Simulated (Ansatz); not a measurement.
HfMoC2:

```
Hf Mo C
1.0
     3.19142    0.00000    0.00000
     0.00000    3.19142    0.00000
     0.00000    0.00000    4.48516
Hf Mo C
1 1 2
Cartesian
  0.0000 0.0000 0.0000
  1.5957 1.5957 2.2426
  1.5957 1.5957 0.0000
  0.0000 0.0000 2.2426
```

The cell comes from a database or a generator and needn't be the stable form of this composition.

| Property | Result |
| --- | --- |
| Program | Ansatz 0.2.0 |
| Task | relaxation of cell and atoms |
| Functional | r2SCAN |
| Dispersion | D4 |
| Potentials or basis | Ansatz PAW |
| Cutoff | 500 eV (not typed: the program's choice for these potentials) |
| k mesh | 8 × 8 × 6 |
| Occupations | fermi-dirac, width 0.05 eV |
| Spin | no spin polarisation |

At the start: volume 11.42 Å³/atom.

Problem. Where does the relaxation end?

Solution. It ends after 6 steps and the volume is 11.23 Å³/atom (-1.7 %); space group P4/mmm (No. 123, to 0.05 Å).

The path:
```tsv
step	energy change (eV)	largest force (eV/Å)	volume (Å³)
1	0.0000	0.0000	45.68
2	-0.0130	0.0000	44.51
3	-0.0161	0.0000	44.90
4	-0.0162	0.0000	44.91
5	-0.0162	0.0000	44.91
6	-0.0160	0.0000	44.91
```

Final structure:
```
Hf Mo C
1.0
     3.18300    0.00000    0.00000
     0.00000    3.18300    0.00000
     0.00000    0.00000    4.43283
Hf Mo C
1 1 2
Cartesian
  0.0000 0.0000 0.0000
  1.5915 1.5915 2.2164
  1.5915 1.5915 0.0000
  0.0000 0.0000 2.2164
```

Caveat: the plane-wave basis is chosen anew once the cell has moved, so the energies of steps on either side of that aren't comparable; pairwise dispersion overbinds metals, which lowers pressure and volume; the PAW data sets come from PBE, with cores solved anew for the run's functional, which leaves a small shift of forces and pressure.
